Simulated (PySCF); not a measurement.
# One shape, several levels: InSiH4BrO (SMILES [SiH3][O][InH][Br])

Wanted: a comparison of 6 runs (HF/3-21G, HF/def2-SVP, PBE0/3-21G, PBE0/def2-SVP, TPSSh/def2-SVP, r2SCAN/def2-SVP) of InSiH4BrO. 

The results are computed with PySCF 2.14.0.

**1. The system as given**

InSiH4BrO: 8 atoms, total charge 0, spin state singlet. As SMILES, `[SiH3][O][InH][Br]`. The coordinates come from a PBE0-D4/def2-TZVP relaxation. This is one conformer, not always the lowest.

Bond lengths: Si1–O2 1.634 Å, O2–In3 1.967 Å, In3–Br4 2.458 Å, Si1–H5 1.490 Å, Si1–H6 1.487 Å, Si1–H7 1.490 Å, In3–H8 1.690 Å. Angles: Si1–O2–In3 135.8°, O2–In3–Br4 110.6°, O2–Si1–H5 111.5°, O2–Si1–H6 108.5°, O2–Si1–H7 111.5°, O2–In3–H8 122.6°, Br4–In3–H8 126.9°, H5–Si1–H6 108.7°, H5–Si1–H7 108.0°, H6–Si1–H7 108.6°.

**2. Energy and gradient at HF/3-21G (run 1)**

run.py

```python
from pyscf import gto

mol = gto.M(
    atom='''
Si    -1.132891     2.207767     1.110403
O      1.417862     0.635326     0.364528
In     2.156555    -2.610090    -1.288982
Br    -1.780500    -4.749071    -2.514848
H     -2.649963     2.856510    -1.171819
H     -0.367552     4.590901     2.388992
H     -2.778275     0.736237     2.858967
H      5.134764    -3.667580    -1.747430
''',
    max_memory=1860,
    unit='bohr',
    basis='3-21g',
    verbose=3,
)

hf = mol.RHF()
hf.conv_tol = 1e-10
hf.kernel()
if not hf.converged:
    hf = hf.newton().run(hf.mo_coeff, hf.mo_occ)

e_tot = hf.e_tot
print('E(%s) = %.9f' % ('HF', e_tot))
grad = hf.nuc_grad_method().kernel()
hf.analyze()
```

Command:

```console
$ OMP_NUM_THREADS=1 python run.py
```

The log of the run:

```text
converged SCF energy = -8639.05862484313
[... 15 lines left out ...]
MO #6   energy= -138.153693427604  occ= 2
[... 6 lines left out ...]
MO #13  energy= -25.149002147939   occ= 2
[... 6 lines left out ...]
MO #20  energy= -17.5450313181588  occ= 2
[... 6 lines left out ...]
MO #27  energy= -5.05275925711893  occ= 2
[... 6 lines left out ...]
MO #34  energy= -3.06659523408901  occ= 2
[... 6 lines left out ...]
MO #41  energy= -1.1535457034526   occ= 2
[... 6 lines left out ...]
MO #48  energy= -0.53133809804716  occ= 2
[... 6 lines left out ...]
MO #55  energy= -0.406207262900345 occ= 2
[... 6 lines left out ...]
MO #62  energy= 0.244104821654981  occ= 0
[... 6 lines left out ...]
MO #69  energy= 0.493655904663997  occ= 0
[... 6 lines left out ...]
MO #76  energy= 1.32779950120918   occ= 0
[... 6 lines left out ...]
MO #83  energy= 3.09338739337037   occ= 0
[... 9 lines left out ...]
Dipole moment(X, Y, Z, Debye):  2.33642, -0.39649, -0.12750
```

It took 20 s on 1 thread of Intel Xeon at 2.50GHz (Skylake/Cascade Lake), shared host; peak memory 0.17 GiB.

**3. Energy and gradient at HF/def2-SVP (core potential) (run 2)**

input.py

```python
from pyscf import gto

mol = gto.M(
    atom='''
Si    -0.599500     1.168300     0.587600
O      0.750300     0.336200     0.192900
In     1.141200    -1.381200    -0.682100
Br    -0.942200    -2.513100    -1.330800
H     -1.402300     1.511600    -0.620100
H     -0.194500     2.429400     1.264200
H     -1.470200     0.389600     1.512900
H      2.717200    -1.940800    -0.924700
''',
    max_memory=1860,
    verbose=3,
    spin=0,
    ecp={'In': 'def2-svp'},
    basis='def2-svp',
)

mf = mol.RHF()
mf.conv_tol = 1e-10
mf.kernel()
if not mf.converged:
    mf = mf.newton().run(mf.mo_coeff, mf.mo_occ)

e_final = mf.e_tot
print('E(%s) = %.9f' % ('HF', e_final))
grad = mf.nuc_grad_method().kernel()
mf.analyze()
```

Command:

```console
$ OMP_NUM_THREADS=1 python input.py
```

The log of the run:

```text
converged SCF energy = -3127.38432222224
[... 19 lines left out ...]
MO #10  energy= -7.43104922174278  occ= 2
[... 9 lines left out ...]
MO #20  energy= -3.17762719792682  occ= 2
[... 9 lines left out ...]
MO #30  energy= -1.07100573450253  occ= 2
[... 9 lines left out ...]
MO #40  energy= -0.422114678519825 occ= 2
[... 9 lines left out ...]
MO #50  energy= 0.271206507349382  occ= 0
[... 9 lines left out ...]
MO #60  energy= 0.546137414617546  occ= 0
[... 9 lines left out ...]
MO #70  energy= 0.794856876980452  occ= 0
[... 9 lines left out ...]
MO #80  energy= 1.23100440151882   occ= 0
[... 9 lines left out ...]
MO #90  energy= 1.99064208778146   occ= 0
[... 9 lines left out ...]
MO #100 energy= 3.17616705463926   occ= 0
[... 9 lines left out ...]
MO #110 energy= 61.6389275721988   occ= 0
[... 9 lines left out ...]
Dipole moment(X, Y, Z, Debye):  2.28267, -0.96789, -0.42624
```

Run time: 45 s. Hardware: 1 thread of Intel Xeon at 2.50GHz (Skylake/Cascade Lake), shared host; peak memory 0.26 GiB.

**4. Energy and gradient at PBE0/3-21G (run 3)**

job.py

```python
from pyscf import gto, dft

system = gto.M(
    atom='''
Si      -0.599500       1.168300       0.587600
O        0.750300       0.336200       0.192900
In       1.141200      -1.381200      -0.682100
Br      -0.942200      -2.513100      -1.330800
H       -1.402300       1.511600      -0.620100
H       -0.194500       2.429400       1.264200
H       -1.470200       0.389600       1.512900
H        2.717200      -1.940800      -0.924700
''',
    basis='3-21g',
    verbose=4,
    max_memory=1860,
)

ks = dft.RKS(system)
ks.xc = 'pbe0'
ks.conv_tol = 1e-10
ks.grids.level = 5
ks.kernel()
if not ks.converged:
    ks = ks.newton().run(ks.mo_coeff, ks.mo_occ)

etot = ks.e_tot
print('E = %.10f Eh' % etot)
grad = ks.nuc_grad_method().kernel()
dip = ks.dip_moment()
pop, q = ks.mulliken_pop()
```

Command:

```console
$ OMP_NUM_THREADS=1 python job.py
```

The log of the run:

```text
PySCF version 2.14.0

[... 75 lines left out ...]
converged SCF energy = -8643.3569040991
[... 13 lines left out ...]
Dipole moment(X, Y, Z, Debye):  1.98697, -0.37350, -0.12783
[... 53 lines left out ...]
pop of  2 In 4dx2-y2      1.99125
pop of  3 Br 1s           1.99981
pop of  3 Br 2s           1.99650
pop of  3 Br 3s           2.00248
pop of  3 Br 4s           0.80956
pop of  3 Br 5s           1.20915
pop of  3 Br 2px          1.99620
pop of  3 Br 2py          1.99642
pop of  3 Br 2pz          1.99648
pop of  3 Br 3px          1.98534
pop of  3 Br 3py          1.98682
pop of  3 Br 3pz          1.98699
pop of  3 Br 4px          0.73279
pop of  3 Br 4py          0.79811
pop of  3 Br 4pz          0.80191
pop of  3 Br 5px          0.91466
pop of  3 Br 5py          1.05177
pop of  3 Br 5pz          1.08799
pop of  3 Br 3dxy         1.99946
pop of  3 Br 3dyz         1.99992
pop of  3 Br 3dz^2        1.99982
pop of  3 Br 3dxz         1.99979
pop of  3 Br 3dx2-y2      1.99972
pop of  4 H 1s            0.43238
pop of  4 H 2s            0.72752
pop of  5 H 1s            0.43243
pop of  5 H 2s            0.72144
pop of  6 H 1s            0.43242
pop of  6 H 2s            0.72757
pop of  7 H 1s            0.38439
pop of  7 H 2s            0.72512
 ** Mulliken atomic charges  **
charge of    0Si =      0.81553
charge of    1O =     -0.77916
charge of    2In =      0.89860
charge of    3Br =     -0.35170
charge of    4H =     -0.15990
charge of    5H =     -0.15387
charge of    6H =     -0.15999
charge of    7H =     -0.10951
```

Wall time 57 s (1 thread of Intel Xeon at 2.50GHz (Skylake/Cascade Lake), shared host); peak memory 0.81 GiB.

Runs 4 to 5 aren't shown in full; the table further down has their settings and results.

**5. Energy and forces at r2SCAN/def2-SVP (core potential) (run 6)**

run.py

```python
from pyscf import gto, dft

system = gto.M(
    atom='''
Si      -0.599500       1.168300       0.587600
O        0.750300       0.336200       0.192900
In       1.141200      -1.381200      -0.682100
Br      -0.942200      -2.513100      -1.330800
H       -1.402300       1.511600      -0.620100
H       -0.194500       2.429400       1.264200
H       -1.470200       0.389600       1.512900
H        2.717200      -1.940800      -0.924700
''',
    ecp={'In': 'def2-svp'},
    verbose=4,
    basis='def2-svp',
    max_memory=1860,
)

calc0 = dft.RKS(system)
calc0.xc = 'r2scan'
calc0.grids.level = 5
calc0.conv_tol = 1e-10
calc0.kernel()
if not calc0.converged:
    calc0 = calc0.newton().run(calc0.mo_coeff, calc0.mo_occ)

e_tot = calc0.e_tot
print('E(%s) = %.9f' % ('R2SCAN', e_tot))
grad = calc0.nuc_grad_method().kernel()
calc0.analyze()
```

Command:

```console
$ OMP_NUM_THREADS=1 python run.py
```

The log of the run:

```text
PySCF version 2.14.0

[... 105 lines left out ...]
DFT Exchange-Correlation Energy =     -139.156889973267198
[... 11 lines left out ...]
MO #10  energy= -6.42064708095618  occ= 2
[... 9 lines left out ...]
MO #20  energy= -2.52599862348331  occ= 2
[... 9 lines left out ...]
MO #30  energy= -0.749781093798834 occ= 2
[... 9 lines left out ...]
MO #40  energy= -0.266328389181838 occ= 2
[... 9 lines left out ...]
MO #50  energy= 0.136381312466266  occ= 0
[... 9 lines left out ...]
MO #60  energy= 0.386499407439009  occ= 0
[... 9 lines left out ...]
MO #70  energy= 0.576074748534385  occ= 0
[... 9 lines left out ...]
MO #80  energy= 0.986273738947136  occ= 0
[... 9 lines left out ...]
MO #90  energy= 1.72421749157769   occ= 0
[... 9 lines left out ...]
MO #100 energy= 2.79494573344641   occ= 0
[... 9 lines left out ...]
MO #110 energy= 61.1370197118601   occ= 0
[... 82 lines left out ...]
pop of  3 Br 4dxy         0.01594
pop of  3 Br 4dyz         0.00476
pop of  3 Br 4dz^2        0.00715
pop of  3 Br 4dxz         0.00963
pop of  3 Br 4dx2-y2      0.00925
pop of  3 Br 5dxy         0.00068
pop of  3 Br 5dyz         0.00031
pop of  3 Br 5dz^2        0.00040
pop of  3 Br 5dxz         0.00057
pop of  3 Br 5dx2-y2      0.00051
pop of  4 H 1s            1.12637
pop of  4 H 2s            0.00382
pop of  4 H 2px           0.00107
pop of  4 H 2py           0.00030
pop of  4 H 2pz           0.00279
pop of  5 H 1s            1.11833
pop of  5 H 2s            0.00424
pop of  5 H 2px           0.00068
pop of  5 H 2py           0.00269
pop of  5 H 2pz           0.00081
pop of  6 H 1s            1.12601
pop of  6 H 2s            0.00397
pop of  6 H 2px           0.00126
pop of  6 H 2py           0.00139
pop of  6 H 2pz           0.00152
pop of  7 H 1s            1.38113
pop of  7 H 2s            0.01126
pop of  7 H 2px           0.01245
pop of  7 H 2py           0.00907
pop of  7 H 2pz           0.01287
 ** Mulliken atomic charges  **
charge of    0Si =      0.72112
charge of    1O =     -1.08790
charge of    2In =      1.87341
charge of    3Br =     -0.68462
charge of    4H =     -0.13434
charge of    5H =     -0.12675
charge of    6H =     -0.13414
charge of    7H =     -0.42677
Dipole moment(X, Y, Z, Debye):  2.14039, -0.85048, -0.37152
```

Run time: 2.5 min. Hardware: 1 thread of Intel Xeon at 2.50GHz (Skylake/Cascade Lake), shared host; peak memory 1.1 GiB.

**6. Overview of the runs**

```
run                             level  core potential  integration grid   energy (Eh)  dipole moment (D)  HOMO energy (eV)  LUMO energy (eV)  wall time
  1                          HF/3-21G               –                 –  -8639.058625               2.37            -11.05              0.87       20 s
  2      HF/def2-SVP (core potential)        def2-svp                 –  -3127.384322               2.52            -11.32              0.85       45 s
  3                        PBE0/3-21G               –                 5  -8643.356904               2.03             -7.94             -1.58       57 s
  4    PBE0/def2-SVP (core potential)        def2-svp                 5  -3130.525881               2.31             -8.26             -1.71    1.9 min
  5   TPSSh/def2-SVP (core potential)        def2-svp                 5  -3130.906522               2.24             -7.59             -1.99    2.4 min
  6  r2SCAN/def2-SVP (core potential)        def2-svp                 5  -3131.030740               2.33             -7.24             -2.22    2.5 min
```

**7. What came out**

| quantity | value |
| --- | --- |
| run 6: total energy | -3131.03074 Eh |
| run 6: dipole moment | 2.33 D |
| run 6: HOMO energy | -7.24 eV |
| run 6: LUMO energy | -2.22 eV |
| run 6: HOMO–LUMO gap | 5.02 eV |
| run 6: largest force on an atom | 0.656 eV/Å |

**Reading.** The dipole moment (its size) runs from 2.03 D (PBE0/3-21G) to 2.52 D (HF/def2-SVP). The two ends differ in method and basis and core potential. The HOMO–LUMO gap runs from 5.02 eV (r2SCAN/def2-SVP) to 12.17 eV (HF/def2-SVP). Exact exchange widens orbital gaps. Totals of different functionals can't be ranked against each other. Some runs of one species differ in core potentials or relativity; totals across that change don't compare. In runs 1, 3 relativity is left out where basis or elements ask for it. All runs together took 8.8 min, the longest 2.5 min.
